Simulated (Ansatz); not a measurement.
**NbTe: equation of state with PBEsol**

Crystal: NbTe.

```
Te Nb
1.0
     3.70297    0.00000    0.00000
    -1.85149    3.20687    0.00000
     0.00000    0.00000    3.69421
Te Nb
1 1
Direct
  0.66667 0.33333 0.00000
  0.00000 0.00000 0.50000
```

The cell comes from a database or a generator and needn't be the stable form of this composition.

```yaml
Program: Ansatz 0.2.0
Task: equation of state
Functional: PBEsol
Potentials_or_basis: all-electron LAPW, scalar-relativistic
Basis_error_allowed: 0.0005 eV/atom
k_mesh: 8 × 8 × 7
Occupations: fermi-dirac, width 0.05 eV
Spin: no spin polarisation
```

```yaml
Equilibrium_volume: 21.02 Å³/atom
Bulk_modulus_at_fixed_shape_and_positions: 136 GPa
Pressure_derivative_of_the_bulk_modulus: 4.7
```

Energy against volume, from the lowest point:
```
volume (Å³/atom)  energy (meV/atom)
          20.618               3.32
          21.057               0.00
          21.496               4.37
          21.934              15.58
          22.373              32.86
          22.812              55.55
          23.250              83.03
```

All runs of the series together: 3.2 min on 1 thread of Arm Neoverse V1, on a shared host.

Caveat: the cell was scaled at fixed shape and fractional positions, which overstates the stiffness of a crystal with free parameters, most of all of layers and chains. Spin-orbit coupling is left out, which matters for the levels of Te.
